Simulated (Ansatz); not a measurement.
The system is Hf2Pd2Se2Br2O3.

```
CELL_PARAMETERS angstrom
-1.89227 2.67212 12.28423
1.89227 -2.67212 12.28423
1.89227 2.67212 -12.28423
ATOMIC_POSITIONS crystal
Hf 0.92095 0.92095 0.00000
Hf 0.07905 0.07905 0.00000
Pd 0.68332 0.68332 0.00000
Pd 0.31668 0.31668 0.00000
Se 0.61777 0.11777 0.50000
Se 0.38223 0.88223 0.50000
Br 0.78660 0.78660 0.00000
Br 0.21340 0.21340 0.00000
O 0.90121 0.40121 0.50000
O 0.09879 0.59879 0.50000
O 0.00000 0.00000 0.00000
```

The cell was built by a generator and needn't be a form met in nature.

Base run:

- Program: Ansatz 0.2.0
- Functional: PBE
- Potentials or basis: Ansatz PAW earlier set
- Cutoff: 900 eV
- Density cutoff: 3600 eV
- k mesh: 9 × 9 × 9
- Occupations: fermi-dirac, width 0.05 eV
- Spin: no spin polarisation

Its results: band gap on the k mesh none (metal or under the smearing width); pressure 0.0 GPa; largest force 0.011 eV/Å.

Question: The run is repeated on the same cell with these changes: functional from PBE to revPBE; potentials or basis from Ansatz PAW earlier set to Ansatz PAW; cutoff from 900 eV to 420 eV (not typed: the program's choice for these potentials); valence electrons from 172 to 152. What comes out?

Answer: Band gap on the k mesh none (metal or under the smearing width); pressure 1.8 GPa; largest force 0.092 eV/Å.

Caveats: spin-orbit coupling is left out, which moves the levels of the heavy elements (some runs); the PAW data sets come from PBE, with cores solved anew for the run's functional, which leaves a small shift of forces and pressure (some runs).
